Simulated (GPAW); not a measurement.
Here is a GPAW 26.7.0 calculation.

Contents of run.py:

```python
from ase.dft.bandgap import bandgap
from ase.io import read, write
from ase.units import GPa
from gpaw import GPAW, PW

atoms = read('POSCAR')

calc = GPAW(mode=PW(800),
            xc='MGGA_X_SCAN+MGGA_C_SCAN',
            kpts={'size': (9, 9, 9), 'gamma': True},
            occupations={'name': 'fermi-dirac', 'width': 0.05},
            nbands=13,
            convergence={'density': 1e-05, 'energy': 1e-05},
            maxiter=150,
            txt='gpaw.txt')
atoms.calc = calc
energy = atoms.get_potential_energy()
forces = atoms.get_forces()
stress = atoms.get_stress()
calc.write('gs.gpw')
write('result.traj', atoms)
print(f'Energy: {energy:.6f} eV')
print('Forces (eV/A):')
print(forces.round(4))
print('Stress (GPa):', (stress / GPa).round(3))
print('Fermi level:', round(calc.get_fermi_level(), 4), 'eV')
print(f'Gap: {bandgap(calc)[0]:.4f} eV, direct: {bandgap(calc, direct=True)[0]:.4f} eV')

path = atoms.cell.bandpath('GXMGRX,MR', npoints=100, eps=1e-4)
bs_calc = calc.fixed_density(kpts=path, symmetry='off', nbands=21,
                             convergence={'bands': 'CBM+6.0', 'eigenstates': 1e-6}, txt='bands.txt')
bs = bs_calc.band_structure()
bs.write('bs.json')
print(f'Gap on the path: {bandgap(bs_calc)[0]:.4f} eV')
```

POSCAR

```
SiF
1.0
    3.0286000000      0.0000000000      0.0000000000
    0.0000000000      3.0286000000      0.0000000000
    0.0000000000      0.0000000000      3.0286000000
Si F
1 1
Direct
    0.5000000000      0.5000000000      0.5000000000
    0.0000000000      0.0000000000      0.0000000000
```

Potentials or basis: GPAW PAW data sets (gpaw-data 1.2.1), pw.

Command:

```sh
$ OMP_NUM_THREADS=1 python run.py
```

(1) What does it give for the pressure?

(2) What does it give for the band gap along the path?

## Answers

(1) -2.3 GPa.

(2) none (metal or under the smearing width).

Caveat: the PAW data sets were made with another functional, which shifts forces and pressure a little; an odd number of electrons without spin polarisation forces a metal; a magnetic or distorted state may lie lower.
